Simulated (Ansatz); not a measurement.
# Mg64Si32O: the cost of one run

Program: Ansatz 0.2.0, PAW, plane waves. These are calculated values, not measurements.

## 1. Starting point

97 atoms (64 Mg, 32 Si, 1 O); a = 12.649 Å, b = 12.649 Å, c = 12.649 Å, α = 90.00°, β = 90.00°, γ = 90.00°. All atoms were shaken off their sites by about 0.02 Å along each axis. Defect site 1: (0.438, 0.562, 0.562).

The runs, in order: (2) PBEsol relaxation at the single k point (¼, ¼, ¼), on 1 × NVIDIA H100 80GB HBM3 with 4 threads of AMD EPYC 7R13; (3) r²SCAN single point at the single k point (¼, ¼, ¼), on 1 × NVIDIA H100 80GB HBM3 with 4 threads of AMD EPYC 7R13.

## 2. PBEsol relaxation in the fixed cell

in.yaml

```yaml
crystal:
  lattice:
    - [12.649498, 0.000000, 0.000000]
    - [0.000000, 12.649498, 0.000000]
    - [0.000000, 0.000000, 12.649498]
  atoms:
    - { symbol: Mg, position: [0.376410, 0.127196, 0.125246] }
    - { symbol: Mg, position: [0.374200, 0.127882, 0.623074] }
    - { symbol: Mg, position: [0.374866, 0.625931, 0.126081] }
    - { symbol: Mg, position: [0.354496, 0.647301, 0.643654] }
    - { symbol: Mg, position: [0.875458, 0.123101, 0.124880] }
    - { symbol: Mg, position: [0.876103, 0.124739, 0.624575] }
    - { symbol: Mg, position: [0.871744, 0.625299, 0.125620] }
    - { symbol: Mg, position: [0.874971, 0.622557, 0.623947] }
    - { symbol: Mg, position: [0.124884, 0.378496, 0.123684] }
    - { symbol: Mg, position: [0.127418, 0.373962, 0.625522] }
    - { symbol: Mg, position: [0.124646, 0.875620, 0.124082] }
    - { symbol: Mg, position: [0.124069, 0.876787, 0.621848] }
    - { symbol: Mg, position: [0.625774, 0.374664, 0.125754] }
    - { symbol: Mg, position: [0.625625, 0.376066, 0.624637] }
    - { symbol: Mg, position: [0.622497, 0.874185, 0.122395] }
    - { symbol: Mg, position: [0.624653, 0.874120, 0.624306] }
    - { symbol: Mg, position: [0.124321, 0.126589, 0.375432] }
    - { symbol: Mg, position: [0.126071, 0.126985, 0.876413] }
    - { symbol: Mg, position: [0.125987, 0.624701, 0.375342] }
    - { symbol: Mg, position: [0.124629, 0.623994, 0.877292] }
    - { symbol: Mg, position: [0.625248, 0.125521, 0.374935] }
    - { symbol: Mg, position: [0.625673, 0.121152, 0.874304] }
    - { symbol: Mg, position: [0.626825, 0.623958, 0.374866] }
    - { symbol: Mg, position: [0.623091, 0.626931, 0.876779] }
    - { symbol: Mg, position: [0.128673, 0.126399, 0.123788] }
    - { symbol: Mg, position: [0.124879, 0.124769, 0.624011] }
    - { symbol: Mg, position: [0.126987, 0.626602, 0.126339] }
    - { symbol: Mg, position: [0.123548, 0.624097, 0.624690] }
    - { symbol: Mg, position: [0.624103, 0.127417, 0.126510] }
    - { symbol: Mg, position: [0.627661, 0.123606, 0.626017] }
    - { symbol: Mg, position: [0.623136, 0.626629, 0.125863] }
    - { symbol: Mg, position: [0.623376, 0.625767, 0.625080] }
    - { symbol: Mg, position: [0.374720, 0.376072, 0.375923] }
    - { symbol: Mg, position: [0.373289, 0.373577, 0.874326] }
    - { symbol: Mg, position: [0.372576, 0.873971, 0.374176] }
    - { symbol: Mg, position: [0.373351, 0.873860, 0.874167] }
    - { symbol: Mg, position: [0.872070, 0.375159, 0.377916] }
    - { symbol: Mg, position: [0.872229, 0.378455, 0.873279] }
    - { symbol: Mg, position: [0.877891, 0.875283, 0.375599] }
    - { symbol: Mg, position: [0.874566, 0.876528, 0.874021] }
    - { symbol: Mg, position: [0.374244, 0.374499, 0.125189] }
    - { symbol: Mg, position: [0.375149, 0.378362, 0.628811] }
    - { symbol: Mg, position: [0.375707, 0.876754, 0.124523] }
    - { symbol: Mg, position: [0.374141, 0.874248, 0.622858] }
    - { symbol: Mg, position: [0.874806, 0.373954, 0.124442] }
    - { symbol: Mg, position: [0.878330, 0.375773, 0.623204] }
    - { symbol: Mg, position: [0.874126, 0.879038, 0.123783] }
    - { symbol: Mg, position: [0.875970, 0.875670, 0.625529] }
    - { symbol: Mg, position: [0.375896, 0.129501, 0.374786] }
    - { symbol: Mg, position: [0.373733, 0.125196, 0.875119] }
    - { symbol: Mg, position: [0.376245, 0.623966, 0.374315] }
    - { symbol: Mg, position: [0.377078, 0.625540, 0.876696] }
    - { symbol: Mg, position: [0.876613, 0.124340, 0.374622] }
    - { symbol: Mg, position: [0.875520, 0.125317, 0.877108] }
    - { symbol: Mg, position: [0.878610, 0.625334, 0.376173] }
    - { symbol: Mg, position: [0.873413, 0.623139, 0.872907] }
    - { symbol: Mg, position: [0.124701, 0.375401, 0.372108] }
    - { symbol: Mg, position: [0.122379, 0.374651, 0.874073] }
    - { symbol: Mg, position: [0.126708, 0.878302, 0.373906] }
    - { symbol: Mg, position: [0.123704, 0.875664, 0.876230] }
    - { symbol: Mg, position: [0.625582, 0.376779, 0.376247] }
    - { symbol: Mg, position: [0.621391, 0.373760, 0.874986] }
    - { symbol: Mg, position: [0.626952, 0.873942, 0.373358] }
    - { symbol: Mg, position: [0.625213, 0.873414, 0.875737] }
    - { symbol: Si, position: [0.000625, 0.000423, 0.000296] }
    - { symbol: Si, position: [0.998654, 0.999882, 0.501394] }
    - { symbol: Si, position: [0.999977, 0.498132, 0.001560] }
    - { symbol: Si, position: [0.001127, 0.501695, 0.496953] }
    - { symbol: Si, position: [0.500036, 0.001501, 0.996078] }
    - { symbol: Si, position: [0.500690, 0.001755, 0.500012] }
    - { symbol: Si, position: [0.501970, 0.501809, 0.001630] }
    - { symbol: Si, position: [0.521545, 0.479241, 0.478281] }
    - { symbol: Si, position: [0.250775, 0.250321, 0.999560] }
    - { symbol: Si, position: [0.252672, 0.249507, 0.502034] }
    - { symbol: Si, position: [0.250032, 0.748298, 0.997647] }
    - { symbol: Si, position: [0.249325, 0.751918, 0.502004] }
    - { symbol: Si, position: [0.748764, 0.251548, 0.002809] }
    - { symbol: Si, position: [0.747061, 0.249477, 0.497574] }
    - { symbol: Si, position: [0.748956, 0.750430, 0.001155] }
    - { symbol: Si, position: [0.748570, 0.752244, 0.501532] }
    - { symbol: Si, position: [0.250674, 0.000169, 0.248632] }
    - { symbol: Si, position: [0.250773, 0.995905, 0.751077] }
    - { symbol: Si, position: [0.248509, 0.501967, 0.251841] }
    - { symbol: Si, position: [0.251664, 0.499748, 0.750019] }
    - { symbol: Si, position: [0.750033, 0.000259, 0.247795] }
    - { symbol: Si, position: [0.749985, 0.002743, 0.752610] }
    - { symbol: Si, position: [0.749778, 0.503643, 0.250170] }
    - { symbol: Si, position: [0.749220, 0.499987, 0.750332] }
    - { symbol: Si, position: [0.003329, 0.249449, 0.246562] }
    - { symbol: Si, position: [0.002457, 0.248017, 0.748901] }
    - { symbol: Si, position: [0.997082, 0.751642, 0.251079] }
    - { symbol: Si, position: [0.000788, 0.747042, 0.749783] }
    - { symbol: Si, position: [0.501280, 0.251071, 0.251728] }
    - { symbol: Si, position: [0.500867, 0.252312, 0.751133] }
    - { symbol: Si, position: [0.501092, 0.750243, 0.248674] }
    - { symbol: Si, position: [0.503514, 0.747836, 0.751063] }
    - { symbol: O, position: [0.435242, 0.563263, 0.564426] }
  symmetry: { detect: false }
kpoints:
  mp_grid: { grid: [1, 1, 1], shift: [0.25, 0.25, 0.25] }
hamiltonian:
  xc: pbesol
scf:
  occupations: { method: fermi_dirac, width: 0.01 }
relax:
  f_tol: 0.03
  max_steps: 80
  escape_saddle: false
  adjacent_minimum: "off"
output:
  forces: true
  eigenvalues: true
  populations: true
```

On the command line:

```
ansatz run in.yaml --threads 4 --pin off --max-ram 38950MiB --runs-dir r --events-out ev --progress --plain --backend cuda --devices 0, --max-vram 37GiB
```

Q: Estimate wall time and peak memory on 1 × NVIDIA H100 80GB HBM3 with 4 threads of AMD EPYC 7R13, shared host.

About 26 s, with a peak of 1.6 GiB on the host.
